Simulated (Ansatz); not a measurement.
**C₃H₈Si₂: a ladder of functionals and wavefunction methods**

One table from this session's results is given with a row withheld; the runs are named, their logs left out.

Computed with Ansatz 0.2.0, Gaussian basis. Level: functionals in def2-TZVPP, the program's frozen cores in correlated methods.

Plan: LDA (SPW92), PBE-D4, revPBE-D4, BLYP-D4, r2SCAN-D4, B97M-V, PBE0-D4, B3LYP-D4, r2SCANh-D4, r2SCAN0-D4, HSE06-D4, BHLYP-D4, CAM-B3LYP-D4, LC-ωPBE, ωB97X-V, ωB97M-V, B2PLYP, PBE-QIDH; CCSD(T)/def2-SVP; CCSD(T)/def2-TZVPP; MP2/def2-QZVPP; extrapolation to the limit; RPA on PBE.

### The geometry

An earlier PBE0-D4 in a triple-zeta def2 set relaxation fixed the geometry.

SMILES `C=C=C([SiH3])[SiH3]`, 13 atoms, charge 0, spin multiplicity 1.

Atoms are counted from 1 here; the program's logs count them from 0.

Bond lengths: C1–C2 1.302 Å, C1–H6 1.084 Å, C1–H7 1.084 Å, C2–C3 1.301 Å, C3–Si4 1.867 Å, C3–Si5 1.867 Å, Si4–H8 1.487 Å, Si4–H9 1.484 Å, Si4–H10 1.487 Å, Si5–H11 1.484 Å, Si5–H12 1.487 Å, Si5–H13 1.487 Å. Angles: C2–C1–H6 120.9°, C2–C1–H7 120.9°, H6–C1–H7 118.1°, C1–C2–C3 180.0°, C2–C3–Si4 118.8°, C2–C3–Si5 118.8°, Si4–C3–Si5 122.4°, C3–Si4–H8 109.7°, C3–Si4–H9 109.8°, C3–Si4–H10 109.7°, H8–Si4–H9 109.9°, H8–Si4–H10 107.8°, H9–Si4–H10 109.9°, C3–Si5–H11 109.8°, C3–Si5–H12 109.7°, C3–Si5–H13 109.7°, H11–Si5–H12 109.9°, H11–Si5–H13 109.9° and more.

Set-up of the first run:

in.yaml

```yaml
crystal:
  periodic: [false, false, false]
  atoms:
    - {symbol: C, position_ang: [-1.070923, 2.001217, -1.007728]}
    - {symbol: C, position_ang: [-0.509459, 0.952167, -0.479476]}
    - {symbol: C, position_ang: [0.051933, -0.096545, 0.048521]}
    - {symbol: Si, position_ang: [0.259346, -0.167586, 1.902154]}
    - {symbol: Si, position_ang: [0.619526, -1.473939, -1.076053]}
    - {symbol: H, position_ang: [-2.144039, 2.043591, -1.156067]}
    - {symbol: H, position_ang: [-0.478532, 2.856778, -1.311806]}
    - {symbol: H, position_ang: [-0.450026, -1.358411, 2.441410]}
    - {symbol: H, position_ang: [-0.288100, 1.067006, 2.516156]}
    - {symbol: H, position_ang: [1.700922, -0.305059, 2.241103]}
    - {symbol: H, position_ang: [0.326292, -1.122762, -2.487336]}
    - {symbol: H, position_ang: [-0.076831, -2.737260, -0.713852]}
    - {symbol: H, position_ang: [2.080187, -1.693995, -0.902228]}
basis:
  gaussian: {orbitals: def2-TZVPP}
hamiltonian: {xc: lda}
output: {orbitals: {seedname: orbitals}}
```

Among the steps run: LDA; PBE-D4 (GGA); revPBE-D4 (GGA); BLYP-D4 (GGA); r2SCAN-D4 (meta-GGA); B97M-V (meta-GGA); PBE0-D4 (hybrid); B3LYP-D4 (hybrid); r2SCANh-D4 (hybrid); r2SCAN0-D4 (hybrid); HSE06-D4 (hybrid); BHLYP-D4 (hybrid); CAM-B3LYP-D4 (range-separated); LC-ωPBE (range-separated); ωB97X-V (range-separated); ωB97M-V (range-separated); B2PLYP (double hybrid); PBE-QIDH (double hybrid).

One table of the session follows, with a row left open; its other results are not shown here.

It belongs to the step «Frontier levels by functional». 

```
  functional  HOMO (eV)  gap (eV)
 LDA (SPW92)      -6.37      4.71
      PBE-D4      -6.20      4.71
   revPBE-D4      -6.14      4.71
     BLYP-D4      -6.04      4.70
   r2SCAN-D4      -6.39      5.09
      B97M-V      -6.49      5.17
     PBE0-D4      -7.30      6.77
    B3LYP-D4      -7.08      6.36
  r2SCANh-D4      -6.81      5.86
  r2SCAN0-D4      -7.44      7.01
    HSE06-D4      -6.91      6.00
    BHLYP-D4      -8.27      8.86
CAM-B3LYP-D4          ?         ?
     LC-ωPBE      -9.93     11.67
     ωB97X-V      -9.56     11.23
     ωB97M-V      -9.45     10.99
```

**Question.** Estimate the row for CAM-B3LYP-D4.

As computed: HOMO (eV): -8.58; gap (eV): 9.23. In the column «HOMO (eV)» it lies between ωB97M-V (-9.45) and BHLYP-D4 (-8.27).
